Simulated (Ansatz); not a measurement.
Nudged elastic band run: W$_{8}$C$_{9}$F$_{3}$

The input (input.yaml):

```yaml
crystal:
  lattice:
    - [5.77632, 0.0, 0.0]
    - [-2.88816, 5.00244, 0.0]
    - [0.0, 0.0, 16.23846]
  atoms:
    - { symbol: W, position: [0.0, 0.0, 0.0615822] }
    - { symbol: C, position: [0.33335434, 0.16671419, 0.1421092] }
    - { symbol: W, position: [-0.0002873, 0.00028182, 0.23625811] }
    - { symbol: C, position: [0.33223587, 0.16443218, 0.30417619] }
    - { symbol: W, position: [0.0, 0.5, 0.0615822] }
    - { symbol: C, position: [0.33336031, 0.66664593, 0.14210961] }
    - { symbol: W, position: [-0.00028061, 0.49942265, 0.23625988] }
    - { symbol: C, position: [0.3322092, 0.66776455, 0.30417742] }
    - { symbol: W, position: [0.5, 0.0, 0.0615822] }
    - { symbol: C, position: [0.83333397, 0.16666633, 0.14339498] }
    - { symbol: W, position: [0.50057936, 0.00028858, 0.23625942] }
    - { symbol: C, position: [0.83334237, 0.1666613, 0.31427505] }
    - { symbol: W, position: [0.5, 0.5, 0.0615822] }
    - { symbol: C, position: [0.83328541, 0.6666371, 0.14210843] }
    - { symbol: W, position: [0.50000523, 0.49999933, 0.23550905] }
    - { symbol: C, position: [0.83557079, 0.66779807, 0.30417612] }
    - { symbol: C, position: [-0.16664091, 0.16665822, 0.40729455] }
    - { symbol: F, position: [-0.2934402, -0.08323353, 0.43853414] }
    - { symbol: F, position: [0.08325978, 0.28974555, 0.4385283] }
    - { symbol: F, position: [-0.28972301, 0.29346817, 0.43853455] }
basis:
  ecutwfc: 420.0
kpoints:
  mp_grid: { grid: [3, 3, 1] }
hamiltonian:
  xc: pbesol
  pseudopotentials: { kind: paw, azcp: { folder: soft_1 } }
scf:
  occupations: { method: fermi_dirac, width: 0.15 }
  lower_state_search: "off"
neb:
  images: 5
  f_tol: 0.05
  initial_path: idpp
  max_iterations: 79
  spring: 1.0
  constraints: [{ sites: [0, 4, 8, 12] }]
  final_atoms:
    - { symbol: W, position: [0.0, 0.0, 0.0615822] }
    - { symbol: C, position: [0.3332854, 0.16663709, 0.14210843] }
    - { symbol: W, position: [5.22e-06, -6.8e-07, 0.23550905] }
    - { symbol: C, position: [0.33557078, 0.16779806, 0.30417612] }
    - { symbol: W, position: [0.0, 0.5, 0.0615822] }
    - { symbol: C, position: [0.33333396, 0.66666632, 0.14339498] }
    - { symbol: W, position: [0.00057935, 0.50028857, 0.23625942] }
    - { symbol: C, position: [0.33334236, 0.66666129, 0.31427505] }
    - { symbol: W, position: [0.5, 0.0, 0.0615822] }
    - { symbol: C, position: [0.8333603, 0.16664592, 0.14210961] }
    - { symbol: W, position: [0.49971938, -0.00057736, 0.23625988] }
    - { symbol: C, position: [0.83220919, 0.16776454, 0.30417742] }
    - { symbol: W, position: [0.5, 0.5, 0.0615822] }
    - { symbol: C, position: [0.83335433, 0.66671418, 0.1421092] }
    - { symbol: W, position: [0.49971269, 0.50028181, 0.23625811] }
    - { symbol: C, position: [0.83223586, 0.66443217, 0.30417619] }
    - { symbol: C, position: [0.33335908, 0.66665821, 0.40729455] }
    - { symbol: F, position: [0.20655979, 0.41676646, 0.43853414] }
    - { symbol: F, position: [0.58325977, 0.78974554, 0.4385283] }
    - { symbol: F, position: [0.21027698, 0.79346816, 0.43853455] }
  order_check: true
```

Command:

```bash
$ ansatz run input.yaml --threads 4 --pin off --max-ram 10240MiB --backend cpu --events-out ev --progress --plain --runs-dir out
```

Output, in part (warnings, iteration lines):

```
NEB end point (image 0): max|allowed force component| = 2.646e-3 eV/Å (the criterion of neb.relax_end_points is 1.000e-2)
NEB end point (image 6): max|allowed force component| = 2.646e-3 eV/Å (the criterion of neb.relax_end_points is 1.000e-2)
NEB iter   1: max|band force component| = 4.101e0 eV/Å  barrier→ = 3.6900 eV  barrier← = 3.6900 eV  Δτ_max = 0.2000 Å  (81 SCF iters)
NEB iter   2: max|band force component| = 3.359e0 eV/Å  barrier→ = 3.3880 eV  barrier← = 3.3880 eV  Δτ_max = 0.2000 Å  (45 SCF iters)
NEB iter   3: max|band force component| = 2.182e0 eV/Å  barrier→ = 3.3444 eV  barrier← = 3.3444 eV  Δτ_max = 0.2000 Å  (44 SCF iters)
NEB iter   4: max|band force component| = 1.267e0 eV/Å  barrier→ = 3.3540 eV  barrier← = 3.3540 eV  Δτ_max = 0.1691 Å  (42 SCF iters)
NEB iter   5: max|band force component| = 4.046e-1 eV/Å  barrier→ = 3.3238 eV  barrier← = 3.3238 eV  CI = image 3  Δτ_max = 0.1058 Å  (38 SCF iters)
NEB iter   6: max|band force component| = 3.641e-1 eV/Å  barrier→ = 3.3339 eV  barrier← = 3.3339 eV  CI = image 3  Δτ_max = 0.0522 Å  (38 SCF iters)
NEB iter   7: max|band force component| = 8.332e-2 eV/Å  barrier→ = 3.3195 eV  barrier← = 3.3195 eV  CI = image 3  Δτ_max = 0.0156 Å  (32 SCF iters)
NEB iter   8: max|band force component| = 2.563e-2 eV/Å  barrier→ = 3.3185 eV  barrier← = 3.3185 eV  CI = image 3  CI's point: of a kind that is not told: the force calls were inconclusive, a negative curvature could not be distinguished from the path's own, the only one lies far off the path, or fixed occupations may fill a level only in part  Δτ_max = 0.0000 Å  (357 SCF iters)
```

It converged. Neighbouring images differ by up to 2.2 eV, so the band resolves the path poorly. By the program's own check the climbing image is of a kind that is not told: the force calls were inconclusive, a negative curvature could not be distinguished from the path's own, the only one lies far off the path, or fixed occupations may fill a level only in part (lowest curvatures found: -5.98 and 0.01 eV/Å²). Limits of this set-up: coarse k mesh, thin slab, slab without dipole correction, odd electron count without spin, PAW files made for another functional.

Final band (atoms are numbered from 1 in the order of the input):

```json
{"image": "0", "path coordinate (Å)": "0.00", "energy (eV)": "0.00", "C12–C17 (Å)": "1.51", "C8–C17 (Å)": "3.34"}
{"image": "1", "path coordinate (Å)": "1.11", "energy (eV)": "0.24", "C12–C17 (Å)": "1.53", "C8–C17 (Å)": "3.04"}
{"image": "2", "path coordinate (Å)": "2.23", "energy (eV)": "1.15", "C12–C17 (Å)": "1.64", "C8–C17 (Å)": "2.75"}
{"image": "3", "path coordinate (Å)": "3.34", "energy (eV)": "3.32", "C12–C17 (Å)": "2.50", "C8–C17 (Å)": "2.50"}
{"image": "4", "path coordinate (Å)": "4.45", "energy (eV)": "1.15", "C12–C17 (Å)": "2.75", "C8–C17 (Å)": "1.64"}
{"image": "5", "path coordinate (Å)": "5.56", "energy (eV)": "0.24", "C12–C17 (Å)": "3.04", "C8–C17 (Å)": "1.53"}
{"image": "6", "path coordinate (Å)": "6.67", "energy (eV)": "0.00", "C12–C17 (Å)": "3.34", "C8–C17 (Å)": "1.51"}
```

Run time: 14 min on 4 threads of Arm Neoverse V1, with other jobs on the host, peak memory 2.9 GiB.
